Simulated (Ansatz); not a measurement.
CdSnTe2 in Ansatz: convergence with ecutrho ratio

The system is CdSnTe2.

```
Te Sn Cd
1.0
     2.24199    1.29441    7.10762
    -2.24199    1.29441    7.10762
     0.00000   -2.58882    7.10762
Te Sn Cd
2 1 1
Direct
  0.25440 0.25440 0.25440
  0.74560 0.74560 0.74560
  0.50000 0.50000 0.50000
  0.00000 0.00000 0.00000
```

The cell comes from a database or a generator and needn't be the stable form of this composition.

```yaml
Program: Ansatz 0.2.0
Task: convergence study
Functional: LDA
Potentials_or_basis: Ansatz PAW
Cutoff: 420 eV
Density_cutoff: 1680 eV
k_mesh: 6 × 6 × 6
Occupations: gaussian, width 0.1 eV
Spin: no spin polarisation
```

These are the settings of the first run; the series varies ecutrho ratio, with any setting tied to it.

Hardware: 2 threads of Arm Neoverse V2, with other jobs on the host.

```csv
ecutrho ratio,"energy less the tightest run, at zero smearing (meV/atom)",SCF cycles,CPU time (s),peak memory (GiB)
4,0.00,7,9,0.44
5,0.00,7,7.9,0.47
6,0.00,7,8,0.49
8,0.00,7,8.2,0.52
10,0.00,7,8.3,0.55
12,0.00,7,8.6,0.6
```

Against the tightest run, the energy stays within 1 meV/atom from 4 on. The tightest run that finished is the yardstick and may itself not be fully converged.

 Spin-orbit coupling is left out, which matters for the levels of Te.
